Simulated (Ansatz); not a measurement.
# ZnInH14O7F5: the cost of one run

Computed with Ansatz 0.2.0 (DFT, PBE, plane-wave PAW, default files, scalar-relativistic, as far as a step names no other, unless a step's input says otherwise).

1 further run of the same task is left out (it didn't finish).

### 1 The starting structure

The structure is triclinic, space group P-1 (No. 2). Conventional cell: a = 6.591 Å, b = 8.919 Å, c = 8.946 Å, α = 103.34°, β = 97.93°, γ = 96.65°. Around Zn (site symmetry -1) lie 6 O at 2.05 to 2.13 Å. Zn (site symmetry -1) has 6 O at 2.04 to 2.16 Å as nearest neighbours. In (site symmetry -1) has 4 F at 2.07 to 2.11 Å and 2 O at 2.15 Å as nearest neighbours. Around In (site symmetry -1) lie 6 F at 2.06 to 2.12 Å. H (site symmetry 1) is surrounded by 1 O at 0.98 Å. H (site symmetry 1) has 1 O at 0.99 Å as nearest neighbours. Only part of the 30 independent sites is listed.

Structure file:

```xyz
56
Lattice="6.5914 0.0000 0.0000 -1.0334 8.8587 0.0000 -1.2336 -2.2227 8.5777" Properties=species:S:1:pos:R:3 pbc="T T T"
Zn    2.7790    4.4294    0.0000
Zn    2.6789   -1.1113    4.2888
In   -1.1335    3.3180    4.2888
In    0.0000    0.0000    0.0000
H     2.7371    4.0641    2.7006
H     1.5872    2.5719    5.8771
H     1.2517    4.0620    2.1722
H     3.0726    2.5741    6.4055
H     0.6835   -0.9910    5.9746
H     3.6408    7.6270    2.6031
H     1.8286   -0.1771    6.6758
H     2.4957    6.8131    1.9019
H     2.8879    1.7378    0.1654
H     1.4364    4.8983    8.4123
H     3.1425    0.0328    8.4707
H     1.1818    6.6032    0.1070
H     5.1674    4.5753    1.3719
H    -0.8431    2.0607    7.2058
H    -0.8801    0.9740    8.3248
H     5.2044    5.6620    0.2529
H     4.9614   -0.9379    5.6913
H    -0.6371    7.5740    2.8864
H    -0.1743    6.0619    3.0737
H     4.4986    0.5742    5.5040
H     2.2383    5.9486    6.2621
H     2.0860    0.6874    2.3156
H     2.6459    5.2824    4.8667
H     1.6784    1.3536    3.7110
H    -0.9492    5.5031    5.9882
H     5.2735    1.1329    2.5895
H     0.5284    5.1306    5.5036
H     3.7959    1.5054    3.0741
O     1.4734   -0.4480    5.7917
O     2.8509    7.0840    2.7860
O    -0.0748    6.9744    3.4167
O     4.3991   -0.3383    5.1610
O     1.9771    5.8668    5.3078
O     2.3473    0.7692    3.2699
O     2.1884    0.1951    8.2677
O     2.1359    6.4409    0.3100
O     2.1774    3.8757    1.9165
O     2.1469    2.7603    6.6612
O    -0.3533    1.7308    7.9830
O     4.6776    4.9052    0.5947
O    -0.3771    4.7537    5.6980
O     4.7014    1.8823    2.8797
F     3.6325    4.2753    4.1038
F     0.6918    2.3608    4.4739
F    -0.3329    4.4373    2.6957
F     4.6572    2.1987    5.8820
F     5.9499    1.9604    0.0679
F    -1.6256    4.6756    8.5098
F     1.8596    0.5872    0.7347
F     2.4648    6.0488    7.8430
F    -1.6583    6.8713    6.5602
F     5.9826   -0.2352    2.0175
```

### 2 Single point at the given positions

File input.yaml:

```yaml
crystal:
  lattice:
    - [6.5913606944, 0.0, 0.0]
    - [-1.033402211, 8.8587171695, 0.0]
    - [-1.2336470915, -2.2226921587, 8.5776922971]
  atoms:
    - { symbol: Zn, position: [0.5, 0.5, 0.0] }
    - { symbol: Zn, position: [0.5, 0.0, 0.5] }
    - { symbol: In, position: [0.0, 0.5, 0.5] }
    - { symbol: In, position: [0.0, 0.0, 0.0] }
    - { symbol: H, position: [0.55848696, 0.53776239, 0.31483927] }
    - { symbol: H, position: [0.44151304, 0.46223761, 0.68516073] }
    - { symbol: H, position: [0.31914553, 0.52206732, 0.25324224] }
    - { symbol: H, position: [0.68085447, 0.47793268, 0.74675776] }
    - { symbol: H, position: [0.2439194, 0.06289969, 0.69653219] }
    - { symbol: H, position: [0.7560806, 0.93710031, 0.30346781] }
    - { symbol: H, position: [0.45056687, 0.17528014, 0.77827882] }
    - { symbol: H, position: [0.54943313, 0.82471986, 0.22172118] }
    - { symbol: H, position: [0.47326286, 0.20100324, 0.0192845] }
    - { symbol: H, position: [0.52673714, 0.79899676, 0.9807155] }
    - { symbol: H, position: [0.70102087, 0.25148117, 0.98752843] }
    - { symbol: H, position: [0.29897913, 0.74851883, 0.01247157] }
    - { symbol: H, position: [0.90117142, 0.55660414, 0.15994169] }
    - { symbol: H, position: [0.09882858, 0.44339586, 0.84005831] }
    - { symbol: H, position: [0.10354027, 0.35345679, 0.97051387] }
    - { symbol: H, position: [0.89645973, 0.64654321, 0.02948613] }
    - { symbol: H, position: [0.88639729, 0.0605991, 0.66349966] }
    - { symbol: H, position: [0.11360271, 0.9394009, 0.33650034] }
    - { symbol: H, position: [0.16199639, 0.77418906, 0.35833633] }
    - { symbol: H, position: [0.83800361, 0.22581094, 0.64166367] }
    - { symbol: H, position: [0.61021143, 0.85467058, 0.73004539] }
    - { symbol: H, position: [0.38978857, 0.14532942, 0.26995461] }
    - { symbol: H, position: [0.62341838, 0.7386508, 0.5673626] }
    - { symbol: H, position: [0.37658162, 0.2613492, 0.4326374] }
    - { symbol: H, position: [0.11150899, 0.79636865, 0.69811652] }
    - { symbol: H, position: [0.88849101, 0.20363135, 0.30188348] }
    - { symbol: H, position: [0.31628786, 0.7401456, 0.64161385] }
    - { symbol: H, position: [0.68371214, 0.2598544, 0.35838615] }
    - { symbol: O, position: [0.36854101, 0.1188417, 0.67520917] }
    - { symbol: O, position: [0.63145899, 0.8811583, 0.32479083] }
    - { symbol: O, position: [0.20230827, 0.88722743, 0.3983181] }
    - { symbol: O, position: [0.79769173, 0.11277257, 0.6016819] }
    - { symbol: O, position: [0.54393128, 0.81751705, 0.61878682] }
    - { symbol: O, position: [0.45606872, 0.18248295, 0.38121318] }
    - { symbol: O, position: [0.55378051, 0.26385826, 0.96385994] }
    - { symbol: O, position: [0.44621949, 0.73614174, 0.03614006] }
    - { symbol: O, position: [0.44953894, 0.49356171, 0.223424] }
    - { symbol: O, position: [0.55046106, 0.50643829, 0.776576] }
    - { symbol: O, position: [0.1878235, 0.42889156, 0.93067012] }
    - { symbol: O, position: [0.8121765, 0.57110844, 0.06932988] }
    - { symbol: O, position: [0.17738236, 0.70328611, 0.66427805] }
    - { symbol: O, position: [0.82261764, 0.29671389, 0.33572195] }
    - { symbol: F, position: [0.7351316, 0.60264307, 0.47842479] }
    - { symbol: F, position: [0.2648684, 0.39735693, 0.52157521] }
    - { symbol: F, position: [0.09920865, 0.57974448, 0.31426618] }
    - { symbol: F, position: [0.90079135, 0.42025552, 0.68573382] }
    - { symbol: F, position: [0.93917139, 0.22328216, 0.00791943] }
    - { symbol: F, position: [0.06082861, 0.77671784, 0.99208057] }
    - { symbol: F, position: [0.31191192, 0.08777274, 0.08565134] }
    - { symbol: F, position: [0.68808808, 0.91222726, 0.91434866] }
    - { symbol: F, position: [0.04324269, 0.96754107, 0.76479577] }
    - { symbol: F, position: [0.95675731, 0.03245893, 0.23520423] }
kpoints:
  mp_grid: { grid: [4, 3, 3] }
scf:
  occupations: { method: fermi_dirac, width: 0.02 }
hamiltonian:
  xc: pbe
  pseudopotentials: { kind: paw }
output:
  forces: true
  stress: true
  populations: true
  efg:
    quadrupole_moments_barn: { Zn: 0.122, In: 0.772, H: 0.00285783, O: -0.02558 }
    contact_densities: true
```

Command:

```
$ ansatz run input.yaml --threads 1 --pin off --max-ram 3072MiB --backend cpu --events-out ev --progress --plain --runs-dir out
```

**Question.** How long does this run take on 1 thread of Arm Neoverse N1, shared host, and how much memory does it need?

About 6.1 min, with a peak of 1.5 GiB.
